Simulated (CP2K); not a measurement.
# Two attempts at CH5AlOSi (SMILES [SiH3][Al]1[CH2][O]1)

Aim: energy and gradient of CH5AlOSi at PM3.

Program for the calculation: CP2K 2026.2.

2 further runs of the same task are left out: 2 set aside as unsound or not needed.

## (1) The structure to begin with

The species is CH5AlOSi (9 atoms), meant as a singlet with charge 0. As SMILES, `[SiH3][Al]1[CH2][O]1`. The shape comes from GFN2-xTB, which is rough for such elements, and wasn't checked as a minimum.

Bond lengths: Si1–Al2 2.407 Å, Al2–C3 1.913 Å, Al2–O4 1.670 Å, Si1–H5 1.479 Å, Si1–H6 1.478 Å, Si1–H7 1.480 Å, C3–H8 1.092 Å, C3–H9 1.091 Å. Some angles: Si1–Al2–C3 163.8°, Si1–Al2–O4 144.6°, C3–Al2–O4 51.6°, Al2–Si1–H5 112.6°, Al2–Si1–H6 113.1°, Al2–Si1–H7 111.8°, Al2–C3–H8 124.7°, Al2–C3–H9 125.5°, H5–Si1–H6 106.2°, H5–Si1–H7 106.2°. A long bond or contact: C3–O4 1.575 Å.

## (2) Try one

Contents of mol.inp:

```
&GLOBAL
 PROJECT mol
 RUN_TYPE ENERGY_FORCE
 PRINT_LEVEL MEDIUM
&END GLOBAL
&FORCE_EVAL
 METHOD QUICKSTEP
 &DFT
  CHARGE 4
  &QS
   METHOD PM3
   EPS_DEFAULT 1.0E-10
   &SE
    &COULOMB
     CUTOFF [angstrom] 50
     RC_RANGE [angstrom] 0
    &END COULOMB
    &EXCHANGE
     CUTOFF [angstrom] 50
     RC_RANGE [angstrom] 0
    &END EXCHANGE
   &END SE
  &END QS
  &POISSON
   PERIODIC NONE
   POISSON_SOLVER ANALYTIC
  &END POISSON
  &SCF
   SCF_GUESS ATOMIC
   EPS_SCF 1.0E-07
   MAX_SCF 84
   ADDED_MOS 4
   &DIAGONALIZATION
    ALGORITHM STANDARD
   &END DIAGONALIZATION
   &MIXING
    METHOD DIRECT_P_MIXING
    ALPHA 0.4
   &END MIXING
  &END SCF
  ! extra output
  &PRINT
   &MOMENTS
    PERIODIC F
    REFERENCE COM
    MAX_MOMENT 1
   &END MOMENTS
   &MO ON
    ENERGIES T
    OCCUPATION_NUMBERS T
    NDIGITS 6
    &EACH
     QS_SCF 0
    &END EACH
    ADD_LAST NUMERIC
   &END MO
   &HIRSHFELD OFF
   &END HIRSHFELD
  &END PRINT
 &END DFT
 &SUBSYS
  ! box in angstrom
  &CELL
   ABC 13.3 14.9 14.4
   PERIODIC NONE
  &END CELL
  &COORD
   SCALED T
   Si   0.45714173   0.59316577   0.41104861
   Al   0.52661165   0.47463087   0.50478542
   C    0.55866203   0.39603154   0.60553611
   O    0.60254774   0.38533087   0.50455972
   H    0.37732143   0.56111812   0.34766181
   H    0.41177932   0.66601611   0.46667986
   H    0.53443947   0.63562416   0.35155139
   H    0.51856053   0.33398389   0.62145208
   H    0.62267857   0.40333020   0.65233819
  &END COORD
 &END SUBSYS
 &PRINT
  &FORCES ON
  &END FORCES
 &END PRINT
&END FORCE_EVAL
```

On the command line:

```
OMP_NUM_THREADS=1 cp2k.psmp -i mol.inp -o mol.out
```

What it wrote:

```text
CP2K| version string:                                       CP2K version 2026.2
 CP2K| Input file name                                                   mol.inp

 GLOBAL| Basis set file name                                           BASIS_SET
 GLOBAL| Potential file name                                           POTENTIAL
 GLOBAL| Coordinate file name                                      __STD_INPUT__
 GLOBAL| Method name                                                        CP2K
 GLOBAL| Project name                                                        mol
 GLOBAL| Run type                                                   ENERGY_FORCE
 GLOBAL| FFT library                                                       FFTW3
 GLOBAL| Diagonalization library                                       ScaLAPACK
 GLOBAL| Global print level                                               MEDIUM
 GLOBAL| Total number of message passing processes                             1
 GLOBAL| Number of threads for this process                                    1
 GLOBAL| CPU model name                                                  UNKNOWN

[... 168 lines left out ...]
  Step     Update method      Time    Convergence         Total energy    Change
[... 93 lines left out ...]
  Total energy [eV]:                                         -541.28105481304476

  Atomic reference energy [eV]:                               610.02894832545849
  Heat of formation [kcal/mol]:                              1585.36421229342750

 *******************************************************************************
 *   ___                                                                       *
 *  /   \                                                                      *
 * [ABORT]                                                                     *
 *  \___/     SCF run NOT converged. To continue the calculation regardless,   *
 *    |             please set the keyword IGNORE_CONVERGENCE_FAILURE.         *
 *  O/|                                                                        *
 * /| |                                                                        *
 * / \                                                            qs_scf.F:702 *
 *******************************************************************************

 ===== Routine Calling Stack =====

            4 scf_env_do_scf
            3 qs_energies
            2 qs_forces
            1 CP2K

Program received signal SIGABRT: Process abort signal.

Backtrace for this error:
#0  0x5de99a31f957 in ???
#1  0x5de9babd4cac in __pthread_kill_implementation
#2  0x5de9bab7bfb7 in raise
#3  0x5de9bab65d37 in abort
#4  0x5de99a9f2d83 in ???
#5  0x5de99a9f4297 in ???
#6  0x5de99b8c99ab in ???
#7  0x5de99b8d3c7b in ???
#8  0x5de99b74555b in ???
#9  0x5de99a5d4d13 in ???
#10  0x5de99a3ca0cf in ???
#11  0x5de99aca745f in ???
#12  0x5de99aca9d0b in ???
#13  0x5de99a3c0db3 in ???
#14  0x5de99a3bef13 in ???
#15  0x5de9bab66573 in __libc_start_call_main
#16  0x5de9bab66657 in __libc_start_main_impl
#17  0x5de99a3bf06f in ???
#18  0xffffffffffffffff in ???
```

Wall time 0.26 s (1 thread of Arm Neoverse V2, shared host).

## (3) Diagnosis

The iterations ended before the threshold was met.

The telling line is `\___/     SCF run NOT converged. To continue the calculation regardless,`. What is wrong: the charge typed isn't that of the species meant. To mend it: charge 0 in place of 4.

## (4) Second attempt

Contents of job.inp:

```
&GLOBAL
    PROJECT job
    RUN_TYPE ENERGY_FORCE
    PRINT_LEVEL MEDIUM
&END GLOBAL

&FORCE_EVAL
    METHOD Quickstep
    &DFT
        &QS
            METHOD PM3
            EPS_DEFAULT 1.0E-10
            &SE
                &COULOMB
                    CUTOFF [angstrom] 50
                    RC_RANGE [angstrom] 0
                &END COULOMB
                &EXCHANGE
                    CUTOFF [angstrom] 50
                    RC_RANGE [angstrom] 0
                &END EXCHANGE
            &END SE
        &END QS
        &POISSON
            PERIODIC NONE
            POISSON_SOLVER ANALYTIC
        &END POISSON
        &SCF
            SCF_GUESS ATOMIC
            EPS_SCF 1.0E-07
            MAX_SCF 100
            ADDED_MOS 4
            &DIAGONALIZATION
                ALGORITHM STANDARD
            &END DIAGONALIZATION
            &MIXING
                METHOD DIRECT_P_MIXING
                ALPHA 0.4
            &END MIXING
        &END SCF
        &PRINT
            &MOMENTS
                PERIODIC F
                REFERENCE COM
                MAX_MOMENT 1
            &END MOMENTS
            &MO ON
                ENERGIES T
                OCCUPATION_NUMBERS T
                NDIGITS 6
                &EACH
                    QS_SCF 0
                &END EACH
                ADD_LAST NUMERIC
            &END MO
            &HIRSHFELD OFF
            &END HIRSHFELD
        &END PRINT
    &END DFT
    &SUBSYS
        &CELL
            ABC 13.3 14.9 14.4
            PERIODIC NONE
        &END CELL
        &COORD
            SCALED T
            Si   0.45714173   0.59316577   0.41104861
            Al   0.52661165   0.47463087   0.50478542
            C    0.55866203   0.39603154   0.60553611
            O    0.60254774   0.38533087   0.50455972
            H    0.37732143   0.56111812   0.34766181
            H    0.41177932   0.66601611   0.46667986
            H    0.53443947   0.63562416   0.35155139
            H    0.51856053   0.33398389   0.62145208
            H    0.62267857   0.40333020   0.65233819
        &END COORD
    &END SUBSYS
    &PRINT
        &FORCES ON
        &END FORCES
    &END PRINT
&END FORCE_EVAL
```

On the command line:

```
OMP_NUM_THREADS=1 cp2k.psmp -i job.inp > job.out 2>&1
```

What it wrote:

```text
CP2K| version string:                                       CP2K version 2026.2
[...]
 GLOBAL| Method name                                                        CP2K
[...]
 GLOBAL| Run type                                                   ENERGY_FORCE
[...]
                             - Atoms:                                          9
[...]
                             - Spherical basis functions:                     21
[...]
 Number of electrons:                                                         22
[...]
     1 P_Mix/Diag. 0.40E+00    0.0     0.78491739       -17.7661709104 -1.78E+01
[...]
    27 DIIS/Diag.  0.53E-07    0.0     0.00000009       -22.3754573904 -4.26E-14
  *** SCF run converged in    27 steps ***
  Core-core repulsion energy [eV]:                            981.93254388537343
  Core Hamiltonian energy [eV]:                              -937.51520855205570
  Two-electron integral energy [eV]:                        -1306.56899070072791
  Electronic energy [eV]:                                   -1590.79970390241965
  Total energy [eV]:                                         -608.86716001704610
  Atomic reference energy [eV]:                               610.02894832545849
  Heat of formation [kcal/mol]:                                26.79147697936913
[...]
 SE_DIPOLE| Moment [Debye]          0.50895156      -0.11850222      -1.23028632
 SE_DIPOLE| Derivative [a.u.]       0.00000000       0.00000000       0.00000000
 ENERGY| Total FORCE_EVAL ( QS ) energy [hartree]            -22.375457390431340
 FORCES| Atomic forces [hartree/bohr]
 FORCES|   Atom     x               y               z               |f|
 FORCES|      1 -3.34618704E-03  6.02491885E-03 -6.47949677E-04   6.92217117E-03
 FORCES|      2 -1.80817688E-02  1.66124971E-02  1.65189013E-02   2.95939102E-02
 FORCES|      3  3.14153855E-02 -1.33206426E-02 -6.90897649E-02   7.70568723E-02
 FORCES|      4  1.93442221E-03 -2.68182644E-02  5.77977341E-02   6.37458968E-02
 FORCES|      5 -2.19879959E-03 -2.74604565E-03 -1.55089279E-03   3.84457472E-03
 FORCES|      6 -1.58249697E-03  2.83741342E-03  1.96170779E-03   3.79519552E-03
 FORCES|      7  3.24006272E-03  2.29408882E-04 -1.18277926E-03   3.45681958E-03
 FORCES|      8 -5.86766779E-03  8.27598868E-03 -1.87323726E-03   1.03165174E-02
 FORCES|      9 -5.51295027E-03  8.90472563E-03 -1.93371938E-03   1.06501657E-02
 FORCES| Sum     4.16333634E-17 -2.87964097E-16  2.08166817E-17
 FORCES| Total atomic force                                       2.91701890E-16
[...]
```

Wall time 0.24 s (1 thread of Arm Neoverse V2, shared host).

## (5) Summary of results

At PM3:

| quantity | value |
| --- | --- |
| total energy | -22.37546 Eh |
| dipole moment | 1.34 D |
| HOMO energy | -9.24 eV |
| LUMO energy | -2.36 eV |
| HOMO–LUMO gap | 6.88 eV |
| heat of formation at this unrelaxed shape | 26.8 kcal/mol |
| largest force on an atom | 3.962 eV/Å |

In words: The largest force is 3.96 eV/Å: the shape isn't a stationary point for this species at this level.
